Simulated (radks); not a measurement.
**Excited configurations of Dy²⁺**

One table from this session's results is given with a row withheld; the runs are named, their logs left out.

The numbers are computed with radks (a radial shooting solver on a logarithmic mesh, Libxc functionals) version 1 (non-relativistic Kohn-Sham, r2SCAN, spin-polarised, spherical densities, point nucleus; open shells are filled with parallel spins first), except any that are marked as measured or tabulated.

1 further run of the same task is left out (it didn't finish).

**The atom as given**

* element: dysprosium (Z = 66)
* charge: +2
* electrons: 64
* configuration: [Xe] 4f10

Outer shells as boxes (Hund's rule):

Dy²⁺
```
[Xe] core
4f [↑↓][↑↓][↑↓][↑ ][↑ ][↑ ][↑ ]
```

Set-up of the first run:

The run's settings:

```text
Z 66
configuration [Xe] 4f10
relativity non-relativistic
functional r2scan,r2scan
spin polarised
nucleus point
```

Steps of the session up to this table: Ground configuration: [Xe] 4f10.

One of the session's tables, all rows but one given; the rest of the session is left out.

It belongs to the step «Ground configuration: [Xe] 4f10». Sizes of the orbitals, from the radial functions (bohr):

| level | <r> | outermost maximum (interpolated) | 90 % within | nodes |
| --- | --- | --- | --- | --- |
| 4d up | ? | ? | ? | ? |
| 4d down | 0.6124 | 0.537 | 0.919 | 1 |
| 5s up | 1.395 | 1.24 | 2.01 | 4 |
| 5s down | 1.417 | 1.26 | 2.05 | 4 |
| 5p up | 1.566 | 1.36 | 2.29 | 3 |
| 5p down | 1.594 | 1.38 | 2.34 | 3 |
| 4f up | 0.8075 | 0.530 | 1.39 | 0 |
| 4f down | 0.8433 | 0.532 | 1.48 | 0 |

Q: Estimate the row for 4d up from the others.

The run gave: <r>: 0.6114; outermost maximum (interpolated): 0.537; 90 % within: 0.917; nodes: 1. In the column «<r>» it is the lowest.

Limits of these values: Relativity is left out here, which matters for elements this heavy. Open shells are spherical and high-spin; term and fine-structure splittings are not resolved.
